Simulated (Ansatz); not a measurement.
# GeCl₄ (singlet): wave-function methods side by side, cc-pVDZ

Aim: climb from Hartree-Fock through coupled cluster and multireference methods for GeCl₄ (singlet) at one geometry and basis, and see what each rung misses.

Method: cc-pVDZ, core rule «outside noble gas», up to 34 orbitals frozen; program: Ansatz 0.2.0, Gaussian basis.

Plan: UHF; CCSD(T) on RHF; BCCD(T) on RHF; CCSDT(Q) on RHF; CASSCF and MRCISD+Q, 8 electrons in 8 orbitals; CASSCF and NEVPT2, 8 electrons in 8 orbitals.

8 further runs of the same task are left out: 5 that didn't finish, 3 set aside as unsound or not needed.

### Step 1. What is computed

The geometry is a PBE0/def2-TZVP stationary point (not a proven minimum). No spin-orbit coupling is included. The filled d shell of Ge may be among the frozen orbitals whatever the setting's name suggests; the logs give the count.

5 atoms, charge 0, spin multiplicity 1.

Atoms are counted from 1 here; the program's logs count them from 0.

Bond lengths: Ge1–Cl2 2.117 Å, Ge1–Cl3 2.117 Å, Ge1–Cl4 2.117 Å, Ge1–Cl5 2.117 Å. Angles: Cl2–Ge1–Cl3 109.5°, Cl2–Ge1–Cl4 109.5°, Cl2–Ge1–Cl5 109.5°, Cl3–Ge1–Cl4 109.5°, Cl3–Ge1–Cl5 109.5°, Cl4–Ge1–Cl5 109.5°.

### Step 2. UHF

The input, in.yaml:

```yaml
crystal:
  periodic: [false, false, false]
  atoms:
    - {symbol: Ge, position_ang: [0.000000, 0.000000, 0.000000]}
    - {symbol: Cl, position_ang: [1.221899, 1.222219, 1.222210]}
    - {symbol: Cl, position_ang: [-1.224410, -1.219908, 1.222006]}
    - {symbol: Cl, position_ang: [-1.219807, 1.221998, -1.224519]}
    - {symbol: Cl, position_ang: [1.222318, -1.224309, -1.219697]}
basis:
  gaussian: {orbitals: cc-pVDZ}
magnetization: {spin_polarized: true, initial_magnetization: 0}
hamiltonian: {xc: hf}
output: {orbitals: {seedname: orbitals}}
```

The run is started by

```sh
$ ansatz run in.yaml --threads 1 --pin off --events-out ev --progress --plain --max-ram 4096MiB --backend cpu
```

After this run come: CCSD(T) on RHF; BCCD(T) on RHF; CCSDT(Q) on RHF; CASSCF and MRCISD+Q, 8 electrons in 8 orbitals; CASSCF and NEVPT2, 8 electrons in 8 orbitals.

Q: Predict the results of all the runs planned. Wanted: RCCSDT(Q) below the RHF energy; RMP2 from RCCSDT(Q); RCCSD from RCCSDT(Q); RCCSD(T) from RCCSDT(Q); NEVPT2 frontier from RCCSDT(Q); MRCISD+Q frontier from RCCSDT(Q); T1 diagnostic.

The runs gave:

| quantity | value |
| --- | --- |
| RCCSDT(Q) below the RHF energy | -18.5320 eV |
| RMP2 from RCCSDT(Q) | +1717.6 meV |
| RCCSD from RCCSDT(Q) | +488.3 meV |
| RCCSD(T) from RCCSDT(Q) | +68.2 meV |
| NEVPT2 frontier from RCCSDT(Q) | +1765.1 meV |
| MRCISD+Q frontier from RCCSDT(Q) | +592.6 meV |
| levels within 1 kcal/mol (43 meV) | RCCSDT |
| T1 diagnostic | 0.009 |

RCCSD(T) misses by +68.2 meV, 0.4 % of the correlation energy. Of the multireference levels listed MRCISD+Q frontier comes nearest in total energy (+592.6 meV), which doesn't show that its space is the better one. These misses are within one basis, not against nature.
